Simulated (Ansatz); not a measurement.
# ZnO (wurtzite type): a single-point run

Aim: a sound single-point run of ZnO (wurtzite type). The structure is shown as the input types it.

Computed with Ansatz 0.2.0 (DFT, PBE, PAW with Ansatz's default frozen-core files, scalar-relativistic (as first typed), unless a step's input says otherwise).

### Step 1. The starting structure

The structure is hexagonal, space group P6_3mc (No. 186). The conventional cell has a = 3.279 Å, b = 3.279 Å, c = 5.294 Å, α = 90.00°, β = 90.00°, γ = 120.00°. Zn (site symmetry 3m) has 4 O at 2.00 to 2.01 Å as nearest neighbours. Around O (site symmetry 3m) lie 4 Zn at 2.00 to 2.01 Å.

As a file:

```cif
data_structure
_symmetry_space_group_name_H-M 'P 1'
_symmetry_Int_Tables_number 1
_cell_length_a 3.2791
_cell_length_b 5.2940
_cell_length_c 5.6796
_cell_angle_alpha 90.000
_cell_angle_beta 90.000
_cell_angle_gamma 90.000
_cell_volume 98.59
loop_
_atom_site_label
_atom_site_type_symbol
_atom_site_fract_x
_atom_site_fract_y
_atom_site_fract_z
_atom_site_occupancy
Zn1 Zn 0.50000 0.99848 0.16667 1
Zn2 Zn 0.00000 0.99848 0.66667 1
Zn3 Zn 0.00000 0.49848 0.33333 1
Zn4 Zn 0.50000 0.49848 0.83333 1
O1 O 0.50000 0.37752 0.16667 1
O2 O 0.00000 0.37752 0.66667 1
O3 O 0.00000 0.87752 0.33333 1
O4 O 0.50000 0.87752 0.83333 1
```

### Step 2. Input and run

input.yaml

```yaml
crystal:
  lattice:
    - [-1.6395523398, 2.8397879543, 0.0]
    - [0.0, 0.0, 5.2939910384]
    - [4.9186570196, 2.8397879543, 0.0]
  atoms:
    - { symbol: Zn, position: [0.5, 0.998484604, 0.166666667] }
    - { symbol: Zn, position: [0.0, 0.998484604, 0.666666667] }
    - { symbol: Zn, position: [0.0, 0.498484604, 0.333333333] }
    - { symbol: Zn, position: [0.5, 0.498484604, 0.833333333] }
    - { symbol: O, position: [0.5, 0.377515396, 0.166666667] }
    - { symbol: O, position: [0.0, 0.377515396, 0.666666667] }
    - { symbol: O, position: [0.0, 0.877515396, 0.333333333] }
    - { symbol: O, position: [0.5, 0.877515396, 0.833333333] }
kpoints:
  mp_grid: { grid: [9, 6, 6] }
scf:
  occupations: { method: fermi_dirac, width: 0.02 }
  mixing: { algorithm: anderson, beta: 0.005, ndim: 1 }
  max_iter: 100
hamiltonian:
  xc: pbe
  pseudopotentials: { kind: paw }
output:
  forces: true
  stress: true
  eigenvalues: true
```

Command:

```bash
> ansatz run input.yaml --threads 3 --pin off --max-ram 8192MiB --backend cpu --events-out ev --progress --plain --runs-dir out
```

Q: Will this input give a usable result? If not, why, and what should change?

The program finished normally. Convergence says nothing about whether the input makes sense.

Look at the input: scf.mixing.algorithm is anderson; scf.mixing.beta is 0.005; scf.mixing.ndim is 1. What could go wrong: mixing too weak. The residual crept for many cycles and then fell at once, which so weak a step can't do by itself: the program changed its mixing. Several mixing settings were changed at once, so this run can't tell how much each is to blame.

To check: delete scf.mixing.algorithm, scf.mixing.beta and scf.mixing.ndim (the default then holds).
